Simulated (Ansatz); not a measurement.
# BrHSSi, SMILES S[Si]Br: the interaction energy of a dimer with the counterpoise correction

Computed with the Python package of Ansatz (0.2.0).

`dimer_brhssi.py`
```python
"""Interaction energy of two BrHSSi molecules, with the counterpoise correction."""

import ansatz as az
import numpy as np

config = {
    "basis": "def2-SVP",
    "functional": "pbe",
    "dispersion": "d3bj",
}

FIRST = [
    ("S", (-0.1885, 0.9899, -0.6086)),
    ("Si", (-0.1923, -0.8395, 0.4266)),
    ("Br", (1.8443, -1.1849, 1.1274)),
    ("H", (-1.4636, 1.0346, -0.9455)),
]
SECOND = [
    ("S", (-0.4657, 1.3134, -5.3529)),
    ("Si", (-0.7752, 2.8818, -3.9881)),
    ("Br", (-2.3823, 4.121, -4.7879)),
    ("H", (0.5076, 0.6846, -4.7214)),
]

def energy(atoms, ghosts=()):
    molecule = az.Crystal.molecule()
    for symbol, xyz in atoms:
        molecule = molecule.atom(symbol, xyz)
    calc = (
        molecule.calculation()
        .basis(gaussian=config["basis"])
        .functional(config["functional"], dispersion=config["dispersion"])
    )
    deck = calc.input()
    if ghosts:
        deck = deck.set(az.key.basis.gaussian.ghost_atoms, [{"symbol": s, "position_ang": list(xyz)} for s, xyz in ghosts])
    return az.Session.from_dict(deck).plan().execute().report["free_energy_ev"]

# monomers in their own basis and in the basis of the dimer
direction = np.array([-0.1475, 0.4262, -0.8925])
print("shift (A)   counterpoise-corrected interaction (kJ/mol)")
for shift in (-0.3, 0.0, 0.4, 1.0, 2.0):
    moved = [(s, tuple(np.round(np.array(xyz) + shift * direction, 4))) for s, xyz in SECOND]
    gain = energy(FIRST + moved) - energy(FIRST, moved) - energy(moved, FIRST)
    print(f"{shift:8.2f} {96.485332 * gain:14.3f}")
```

```console
$ python dimer_brhssi.py
shift (A)   counterpoise-corrected interaction (kJ/mol)
   -0.30         -5.442
    0.00         -5.836
    0.40         -4.642
    1.00         -2.657
    2.00         -0.903
```

The dimer is a generated trial pose of unrelaxed monomers, not a minimum, so the figure is no binding energy, and the basis set is small. It ran for 68 s on 1 thread of Arm Neoverse V1 (shared host), peak memory 0.27 GiB.
